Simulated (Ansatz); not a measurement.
# SiH2I+ (SMILES [SiH2+]I): one structure at several levels

How do the functionals fare away from a minimum? The structure is a structure displaced at random from a GFN2-xTB minimum.

The runs use Ansatz 0.2.0, Gaussian basis; single points in def2-TZVPP.

Correlated methods freeze the cores. Filled d shells of the heavier atoms are correlated. Core potentials replace the inner electrons past krypton, and spin-orbit coupling is left out.

## 1. The system as given

SMILES `[SiH2+]I`, 4 atoms, charge 1, spin multiplicity 1.

Atoms are counted from 1 here; the program's logs count them from 0.

Bond lengths: Si1–I2 2.329 Å, Si1–H3 1.390 Å, Si1–H4 1.496 Å. Angles: I2–Si1–H3 115.0°, I2–Si1–H4 116.9°, H3–Si1–H4 126.9°.

As a file:

```csv
atom,x (Å),y (Å),z (Å)
Si1,-0.26270,0.06370,-0.01840
I2,1.81890,-0.40970,0.91330
H3,-1.25150,-0.87690,0.24390
H4,-0.31570,1.16340,-1.03150
```

## 2. CCSD(T)/def2-TZVPP

File run/in.yaml:

```yaml
crystal:
  periodic: [false, false, false]
  atoms:
    - {symbol: Si, position_ang: [-0.262700, 0.063700, -0.018400]}
    - {symbol: I, position_ang: [1.818900, -0.409700, 0.913300]}
    - {symbol: H, position_ang: [-1.251500, -0.876900, 0.243900]}
    - {symbol: H, position_ang: [-0.315700, 1.163400, -1.031500]}
basis:
  gaussian: {orbitals: def2-TZVPP}
total_charge: 1
correlation: {method: ccsd_t}
output: {forces: true}
```

The command line of these runs was not kept.

## 3. PBE0-D4/def2-TZVPP

run/in.yaml, as its differences from that of step 2:

```diff
@@ -10,3 +10,3 @@
 total_charge: 1
-correlation: {method: ccsd_t}
-output: {forces: true}
+hamiltonian: {xc: pbe0, dispersion: d4}
+output: {forces: true, orbitals: {seedname: orbitals}}
```

## 4. wB97M-V/def2-TZVPP

run/in.yaml, as its differences from that of step 3:

```diff
@@ -10,3 +10,3 @@
 total_charge: 1
-hamiltonian: {xc: pbe0, dispersion: d4}
-output: {forces: true, orbitals: {seedname: orbitals}}
+hamiltonian: {xc: {name: wB97M-V}}
+output: {forces: true}
```

## 5. r2SCAN-D4/def2-TZVPP

run/in.yaml, as its differences from that of step 4:

```diff
@@ -10,3 +10,3 @@
 total_charge: 1
-hamiltonian: {xc: {name: wB97M-V}}
+hamiltonian: {xc: r2scan, dispersion: d4}
 output: {forces: true}
```

## 6. PBE-D4/def2-TZVPP

run/in.yaml, as its differences from that of step 5:

```diff
@@ -10,3 +10,3 @@
 total_charge: 1
-hamiltonian: {xc: r2scan, dispersion: d4}
+hamiltonian: {xc: pbe, dispersion: d4}
 output: {forces: true}
```

## 7. r2SCANh-D4/def2-TZVPP

run/in.yaml, as its differences from that of step 6:

```diff
@@ -10,3 +10,3 @@
 total_charge: 1
-hamiltonian: {xc: pbe, dispersion: d4}
+hamiltonian: {xc: {name: r2SCANh}, dispersion: d4}
 output: {forces: true}
```

## 8. HSE06-D4/def2-TZVPP

run/in.yaml, as its differences from that of step 7:

```diff
@@ -10,3 +10,3 @@
 total_charge: 1
-hamiltonian: {xc: {name: r2SCANh}, dispersion: d4}
+hamiltonian: {xc: hse06, dispersion: d4}
 output: {forces: true}
```

(Steps that only read results are left out.)

Before running it: what results should come out? Wanted: energy less free atoms, CCSD(T)/def2-TZVPP; RMS force component; RMS force error; HOMO and LUMO, PBE0-D4; T1 diagnostic.

As calculated:

```
                                  quantity                                                                                               value
energy less free atoms, CCSD(T)/def2-TZVPP                                                                                      -32.5 kcal/mol
                       RMS force component                                                                0.903 to 0.933 eV/Å over the methods
                           RMS force error  PBE0-D4 0.067, wB97M-V 0.066, r2SCAN-D4 0.049, PBE-D4 0.166, r2SCANh-D4 0.034, HSE06-D4 0.067 eV/Å
                    HOMO and LUMO, PBE0-D4                                                                                 -13.76 and -9.28 eV
                             T1 diagnostic                                                                                               0.015
```

**Reading.** Against CCSD(T) the functionals' energies less atoms differ by -5.5 to -2.1 kcal/mol, PBE-D4 by -5.5 kcal/mol. A larger basis would deepen the CCSD(T) value, while the functionals are nearly converged already, so the order here is not reliable. On forces the order runs from r2SCANh-D4 to PBE-D4. Frozen-core CCSD(T) forces in triple zeta carry basis errors of their own, and this is one geometry, so small gaps rank nothing.
